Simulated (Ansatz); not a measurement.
# C2H10N4W: ionisation energy by level of theory

The task here is to estimate one member of a computed series from the others.

The runs use Ansatz 0.2.0, Gaussian basis; unrestricted cation, the program's frozen cores in correlated methods.

Levels to be run: UKS PBE-D4/def2-TZVPP; UKS r2SCAN-D4/def2-TZVPP; UKS PBE0-D4/def2-TZVPP; UKS B3LYP-D4/def2-TZVPP; UKS wB97X-V/def2-TZVPP; UKS wB97M-V/def2-TZVPP; UKS B2PLYP/def2-TZVPP; UHF-CCSD(T)/def2-TZVPP; UHF-MP2/def2-QZVPP; extrapolation to the limit; then −ε(HOMO) from the neutral's earlier runs with LDA (SPW92), PBE-D4, revPBE-D4, BLYP-D4, r2SCAN-D4, B97M-V, PBE0-D4, B3LYP-D4, r2SCANh-D4, r2SCAN0-D4, HSE06-D4, BHLYP-D4, CAM-B3LYP-D4, LC-ωPBE, ωB97X-V, ωB97M-V.

## Structure used throughout

The geometry comes from an earlier relaxation with PBE0-D4 in a triple-zeta def2 set; it is a stationary point, not always the lowest conformer. W takes the def2 core potential; no spin-orbit term is included.

SMILES `C[N]=[W]([NH2])([NH2])=[N]C`, 17 atoms, charge 0, spin multiplicity 1.

Atoms are counted from 1 here; the program's logs count them from 0.

Bond lengths: C1–N2 1.417 Å, C1–H8 1.096 Å, C1–H9 1.096 Å, C1–H10 1.096 Å, N2–W3 1.758 Å, W3–N4 1.968 Å, W3–N5 1.968 Å, W3–N6 1.758 Å, N4–H11 1.007 Å, N4–H12 1.007 Å, N5–H13 1.007 Å, N5–H14 1.007 Å, N6–C7 1.417 Å, C7–H15 1.096 Å, C7–H16 1.096 Å, C7–H17 1.096 Å. Angles: N2–C1–H8 110.7°, N2–C1–H9 110.7°, N2–C1–H10 112.0°, H8–C1–H9 107.4°, H8–C1–H10 107.9°, H9–C1–H10 107.9°, C1–N2–W3 162.6°, N2–W3–N4 107.0°, N2–W3–N5 107.0°, N2–W3–N6 115.4°, N4–W3–N5 113.8°, N4–W3–N6 107.0°, N5–W3–N6 107.0°, W3–N4–H11 123.9°, W3–N4–H12 123.9°, H11–N4–H12 111.2°, W3–N5–H13 123.9°, W3–N5–H14 123.9° and more.

The first run:

in.yaml

```yaml
crystal:
  periodic: [false, false, false]
  atoms:
    - {symbol: C, position_ang: [1.907307, -0.600154, 1.852995]}
    - {symbol: N, position_ang: [1.231095, -0.605104, 0.608127]}
    - {symbol: W, position_ang: [0.063467, -0.290642, -0.668272]}
    - {symbol: N, position_ang: [-0.725345, -2.023645, -1.165369]}
    - {symbol: N, position_ang: [1.038248, 0.588218, -2.134615]}
    - {symbol: N, position_ang: [-1.266913, 0.770991, -0.227351]}
    - {symbol: C, position_ang: [-2.130581, 1.624618, 0.502317]}
    - {symbol: H, position_ang: [1.977408, -1.615530, 2.260571]}
    - {symbol: H, position_ang: [2.929543, -0.220976, 1.737801]}
    - {symbol: H, position_ang: [1.398432, 0.025425, 2.595030]}
    - {symbol: H, position_ang: [-1.680395, -2.142224, -1.461778]}
    - {symbol: H, position_ang: [-0.283361, -2.912270, -0.994990]}
    - {symbol: H, position_ang: [0.636765, 1.289337, -2.735685]}
    - {symbol: H, position_ang: [2.034058, 0.520360, -2.267966]}
    - {symbol: H, position_ang: [-2.198771, 2.608664, 0.023835]}
    - {symbol: H, position_ang: [-3.143934, 1.208230, 0.543333]}
    - {symbol: H, position_ang: [-1.787022, 1.774702, 1.532026]}
basis:
  gaussian: {orbitals: def2-TZVPP}
total_charge: 1
magnetization: {spin_polarized: true, initial_magnetization: 1}
hamiltonian: {xc: pbe, dispersion: d4}
```

The run is started by

```sh
$ ansatz run in.yaml --threads 2 --pin off --events-out ev --progress --plain --max-ram 32768MiB --backend cuda --devices 0, --max-vram 18GiB
```

Steps of the session up to this table: Cation, UKS PBE-D4/def2-TZVPP; Cation, UKS r2SCAN-D4/def2-TZVPP; Cation, UKS PBE0-D4/def2-TZVPP; Cation, UKS B3LYP-D4/def2-TZVPP; Cation, UKS wB97X-V/def2-TZVPP; Cation, UKS wB97M-V/def2-TZVPP; Cation, UKS B2PLYP (frozen core)/def2-TZVPP; Cation, UHF-CCSD(T)/def2-TZVPP; Cation, UHF-MP2/def2-QZVPP.

One table of the session follows, with a row left open; its other results are not shown here.

It belongs to the step «Ionisation energies side by side». Orbital estimates, from the neutral's runs:

| functional | −ε(HOMO) (eV) |
| --- | --- |
| LDA (SPW92) | 5.18 |
| PBE-D4 | 5.01 |
| revPBE-D4 | 4.95 |
| BLYP-D4 | 4.89 |
| r2SCAN-D4 | 5.26 |
| B97M-V | 5.34 |
| PBE0-D4 | 6.25 |
| B3LYP-D4 | ? |
| r2SCANh-D4 | 5.72 |
| r2SCAN0-D4 | 6.42 |
| HSE06-D4 | 5.85 |
| BHLYP-D4 | 7.38 |
| CAM-B3LYP-D4 | 7.55 |
| LC-ωPBE | 8.86 |
| ωB97X-V | 8.51 |
| ωB97M-V | 8.43 |

Estimate the missing values for B3LYP-D4.

Worked estimate for «−ε(HOMO) (eV)». Against the share of exact exchange, BLYP-D4 (0, 4.89), BHLYP-D4 (0.5, 7.38) give a slope of 4.98 per unit share; at 0.2 the line stands at 5.89.

**Answer.** −ε(HOMO) (eV): 6.04. In «−ε(HOMO) (eV)» the line misses by -0.15.
